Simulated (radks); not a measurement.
**Fractional charge and spin in the 3d shell of arsenic**

Aim: the energy as the spin-up occupation of 3d runs from 4 to 5 and the spin-down one from 4 to 5, against the two flat planes that join the four corners. Added charge counts from the emptiest corner (up 4, down 4).

Method: scalar-relativistic Kohn-Sham, PBE, spin-polarised, spherical densities, finite nucleus. Code: radks (a radial shooting solver on a logarithmic mesh, Libxc functionals) version 1.

## 1. The system

```
element            : arsenic (Z = 33)
configuration      : [Ar] 4s2 3d(up 5, down 5)
nuclear rms radius : 4.0968 fm
```

A shell typed twice in an input gives spin up, then spin down.

## 2. 3d: up 5, down 5

Input:

```text
Z 33
configuration [Ar] 4s2 3d5 3d5
relativity scalar-relativistic
functional pbe,pbe
spin polarised
nucleus finite rms 4.0968 fm
c 137.035999084
```

## 3. 3d: up 5, down 4.75

Input:

```text
Z 33
configuration [Ar] 4s2 3d5 3d4.75
relativity scalar-relativistic
functional pbe,pbe
spin polarised
nucleus finite rms 4.0968 fm
c 137.035999084
```

## 4. 3d: up 5, down 4.5

Input:

```text
Z 33
configuration [Ar] 4s2 3d5 3d4.5
relativity scalar-relativistic
functional pbe,pbe
spin polarised
nucleus finite rms 4.0968 fm
c 137.035999084
```

## 5. 3d: up 5, down 4.25

Input:

```text
Z 33
configuration [Ar] 4s2 3d5 3d4.25
relativity scalar-relativistic
functional pbe,pbe
spin polarised
nucleus finite rms 4.0968 fm
c 137.035999084
```

## 6. 3d: up 5, down 4

Input:

```text
Z 33
configuration [Ar] 4s2 3d5 3d4
relativity scalar-relativistic
functional pbe,pbe
spin polarised
nucleus finite rms 4.0968 fm
c 137.035999084
```

## 7. 3d: up 4.75, down 4.75

Input:

```text
Z 33
configuration [Ar] 4s2 3d4.75 3d4.75
relativity scalar-relativistic
functional pbe,pbe
spin polarised
nucleus finite rms 4.0968 fm
c 137.035999084
```

## 8. 3d: up 4.75, down 4.5

Input:

```text
Z 33
configuration [Ar] 4s2 3d4.75 3d4.5
relativity scalar-relativistic
functional pbe,pbe
spin polarised
nucleus finite rms 4.0968 fm
c 137.035999084
```

## 9. 3d: up 4.75, down 4.25

Input:

```text
Z 33
configuration [Ar] 4s2 3d4.75 3d4.25
relativity scalar-relativistic
functional pbe,pbe
spin polarised
nucleus finite rms 4.0968 fm
c 137.035999084
```

## 10. 3d: up 4.75, down 4

Input:

```text
Z 33
configuration [Ar] 4s2 3d4.75 3d4
relativity scalar-relativistic
functional pbe,pbe
spin polarised
nucleus finite rms 4.0968 fm
c 137.035999084
```

## 11. 3d: up 4.5, down 4.5

Input:

```text
Z 33
configuration [Ar] 4s2 3d4.5 3d4.5
relativity scalar-relativistic
functional pbe,pbe
spin polarised
nucleus finite rms 4.0968 fm
c 137.035999084
```

## 12. 3d: up 4.5, down 4.25

Input:

```text
Z 33
configuration [Ar] 4s2 3d4.5 3d4.25
relativity scalar-relativistic
functional pbe,pbe
spin polarised
nucleus finite rms 4.0968 fm
c 137.035999084
```

## 13. 3d: up 4.5, down 4

Input:

```text
Z 33
configuration [Ar] 4s2 3d4.5 3d4
relativity scalar-relativistic
functional pbe,pbe
spin polarised
nucleus finite rms 4.0968 fm
c 137.035999084
```

## 14. 3d: up 4.25, down 4.25

Input:

```text
Z 33
configuration [Ar] 4s2 3d4.25 3d4.25
relativity scalar-relativistic
functional pbe,pbe
spin polarised
nucleus finite rms 4.0968 fm
c 137.035999084
```

## 15. 3d: up 4.25, down 4

Input:

```text
Z 33
configuration [Ar] 4s2 3d4.25 3d4
relativity scalar-relativistic
functional pbe,pbe
spin polarised
nucleus finite rms 4.0968 fm
c 137.035999084
```

## 16. 3d: up 4, down 4

Input:

```text
Z 33
configuration [Ar] 4s2 3d4 3d4
relativity scalar-relativistic
functional pbe,pbe
spin polarised
nucleus finite rms 4.0968 fm
c 137.035999084
```

Q: Predict the outcome of this session. Wanted: for each run, down \ up; 4; 4.25; 4.5; 4.75; 5.

As calculated:

| down \ up | 4 | 4.25 | 4.5 | 4.75 | 5 |
| --- | --- | --- | --- | --- | --- |
| 4 | 0.000 | -2.663 | -3.529 | -2.631 | 0.000 |
| 4.25 | -2.663 | -3.434 | -2.443 | 0.277 | -2.445 |
| 4.5 | -3.529 | -2.443 | 0.369 | -2.264 | -3.237 |
| 4.75 | -2.631 | 0.277 | -2.264 | -3.148 | -2.410 |
| 5 | 0.000 | -2.445 | -3.237 | -2.410 | 0.000 |

The table gives the energy in eV minus the planes, whose edge runs along up + down = one added electron; mirror points follow by spin symmetry. With half an added electron in each spin it lies 0.37 eV above the planes. With half an electron added in spin up alone it lies 3.53 eV below them. The planes are only a guide here: the condition holds for ground states with one frontier orbital, and this shell is degenerate.
